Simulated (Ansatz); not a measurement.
**TiCo: energy and pressure over a range of volumes**

An exercise on one series of results from a longer session: the logs are not shown, and one member is left open.

Computed with Ansatz 0.2.0 (DFT PBEsol, scalar-relativistic, unless a step's input says otherwise).

## The structure to begin with

It takes space group Pm-3m (No. 221, cubic). The conventional cell has a = 2.986 Å, b = 2.986 Å, c = 2.986 Å, α = 90.00°, β = 90.00°, γ = 90.00°. Ti (site symmetry m-3m) is surrounded by 8 Co at 2.59 Å. Co (site symmetry m-3m) has 8 Ti at 2.59 Å as nearest neighbours.

As a file:

```cif
data_structure
_symmetry_space_group_name_H-M 'P 1'
_symmetry_Int_Tables_number 1
_cell_length_a 2.9861
_cell_length_b 2.9861
_cell_length_c 2.9861
_cell_angle_alpha 90.000
_cell_angle_beta 90.000
_cell_angle_gamma 90.000
_cell_volume 26.63
loop_
_atom_site_label
_atom_site_type_symbol
_atom_site_fract_x
_atom_site_fract_y
_atom_site_fract_z
_atom_site_occupancy
Ti1 Ti 0.00000 0.00000 0.00000 1
Co1 Co 0.50000 0.50000 0.50000 1
```

The cell is one relaxed in the Materials Project, used as it stands.

Atoms are numbered in the order of the input: Ti1, Co2.

Set-up of the first run:

File input.yaml:

```yaml
crystal:
  lattice:
    - [2.9256713971, 0.0, 0.0]
    - [0.0, 2.9256713971, 0.0]
    - [0.0, 0.0, 2.9256713971]
  atoms:
    - { symbol: Ti, position: [0.0, 0.0, 0.0], spin: -1.0 }
    - { symbol: Co, position: [0.5, 0.5, 0.5], spin: 2.0 }
magnetization:
  spin_polarized: true
kpoints:
  mp_grid: { grid: [11, 11, 11] }
scf:
  occupations: { method: fermi_dirac, width: 0.03 }
hamiltonian:
  xc: pbesol
  pseudopotentials: { kind: all_electron, lapw: { basis_error: 0.00025 } }
output:
  forces: true
  stress: true
  eigenvalues: true
```

The run is started by

```sh
$ ansatz run input.yaml --threads 1 --pin off --max-ram 3072MiB --backend cpu --events-out ev --progress --plain --runs-dir out
```

Steps of the session up to this table: Volume × 0.9405, LAPW; Volume × 0.9405, PAW; Volume × 0.9405, crystal datasets; Volume × 0.98, LAPW; Volume × 0.98, PAW; Volume × 1.02, LAPW; Volume × 1.02, PAW; Volume × 1.06, LAPW; Volume × 1.06, PAW; Volume × 1.06, crystal datasets.

One table of the session follows, with a row left open; its other results are not shown here.

It belongs to the step «Fits». 

| method | volume (Å³/atom) | pressure (GPa) | moment Ti1 (μB) | moment Co2 (μB) |
| --- | --- | --- | --- | --- |
| LAPW | 12.521 | 2.33 | -0.01 | 0.61 |
| LAPW | 13.047 | -4.14 | -0.02 | 0.90 |
| LAPW | 13.313 | -7.20 | -0.03 | 0.96 |
| LAPW | 13.580 | -10.07 | -0.05 | 1.00 |
| LAPW | 14.112 | -15.02 | -0.09 | 1.06 |
| PAW | 12.521 | 2.18 | -0.01 | 0.54 |
| PAW | 13.047 | -4.32 | -0.01 | 0.85 |
| PAW | 13.313 | -7.24 | -0.02 | 0.95 |
| PAW | 13.580 | -10.09 | -0.04 | 0.99 |
| PAW | 14.112 | ? | ? | ? |
| crystal datasets | 12.521 | 2.34 | 0.00 | 0.61 |
| crystal datasets | 13.313 | -7.19 | -0.02 | 0.96 |
| crystal datasets | 14.112 | -15.02 | -0.07 | 1.06 |

**Question.** Estimate the row for PAW, 14.112.

The run gave: pressure (GPa): -15.03; moment Ti1 (μB): -0.07; moment Co2 (μB): 1.05. In the column «pressure (GPa)» it is the lowest.

To keep in mind: Other magnetic orders may lie lower; this is the state that the run reached. Warnings in the runs' records: crystal datasets made.
